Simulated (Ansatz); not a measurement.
Task: a comparison of dispersion corrections of C4H8Se, SMILES C=C[Se]CC, with the Ansatz DFT code, driven from Python. Give the script and its output. Level of theory (for the species named): r2SCAN, def2-SVP basis, multiplicity 1, D3BJ dispersion.

```xyz
13

C     2.5435    0.4760   -0.4129
C     1.7601   -0.5963   -0.5154
Se    0.0199   -0.4640   -1.3227
C    -0.8103   -0.0906    0.4019
C    -2.3102    0.0904    0.2309
H     2.2102    1.4409   -0.7810
H     3.5244    0.3922    0.0435
H     2.1020   -1.5569   -0.1440
H    -0.6157   -0.9364    1.0951
H    -0.3719    0.8365    0.8289
H    -2.7605   -0.8348   -0.1870
H    -2.5159    0.9404   -0.4536
H    -2.7756    0.3025    1.2164
```

`disp_c4h8se.py`
```python
# -*- coding: utf-8 -*-
"""Size of D3 and D4 in C4H8Se."""

import ansatz as az

BASIS_SET = "def2-SVP"


def main():
    mol = (
        az.Crystal.molecule()
        .atom("C", [2.5435, 0.476, -0.4129])
        .atom("C", [1.7601, -0.5963, -0.5154])
        .atom("Se", [0.0199, -0.464, -1.3227])
        .atom("C", [-0.8103, -0.0906, 0.4019])
        .atom("C", [-2.3102, 0.0904, 0.2309])
        .atom("H", [2.2102, 1.4409, -0.781])
        .atom("H", [3.5244, 0.3922, 0.0435])
        .atom("H", [2.102, -1.5569, -0.144])
        .atom("H", [-0.6157, -0.9364, 1.0951])
        .atom("H", [-0.3719, 0.8365, 0.8289])
        .atom("H", [-2.7605, -0.8348, -0.187])
        .atom("H", [-2.5159, 0.9404, -0.4536])
        .atom("H", [-2.7756, 0.3025, 1.2164])
    )

    calculation = mol.calculation()
    calculation = calculation.basis(gaussian=BASIS_SET)
    calculation = calculation.scf(lower_state_search="standard")
    for name in ["r2scan", "pbe0"]:
        for correction in ("d3bj", "d4"):
            summary = calculation.functional(name, dispersion=correction).run().report
            print(f"{name:8s} {correction:5s} total {summary['free_energy_ev']:.5f} eV, of which dispersion {1000 * summary['dispersion']['energy']['ev']:.2f} meV")


if __name__ == "__main__":
    main()
```

```console
$ python disp_c4h8se.py
DeckWarning: the engine holds no damping parameters fitted to this dispersion correction and functional, so the run takes those fitted to r2scan beside the three-body term, which d3bj leaves out (hamiltonian.dispersion, under Limitations)
r2scan   d3bj  total -69613.31241 eV, of which dispersion -83.95 meV
r2scan   d4    total -69613.29834 eV, of which dispersion -69.88 meV
pbe0     d3bj  total -69603.44494 eV, of which dispersion -259.12 meV
pbe0     d4    total -69603.42291 eV, of which dispersion -237.09 meV
```
(Warnings from the package without file and line.)

The settings weren't tested for convergence. The geometry is a force-field or estimated start, not a minimum of this method, and the basis set is short of its limit. D4 holds the three-body term, and d3bj doesn't. A dispersion term here runs with damping parameters fitted for another variant or functional. Hardware and time: 22 s on 1 thread of Arm Neoverse V2, with other jobs on the host, peak memory 0.36 GiB.

(A comment or docstring line of the script was reworded after the run, the code is as it ran; lines on the test bed's own set-up are left out of the output.)
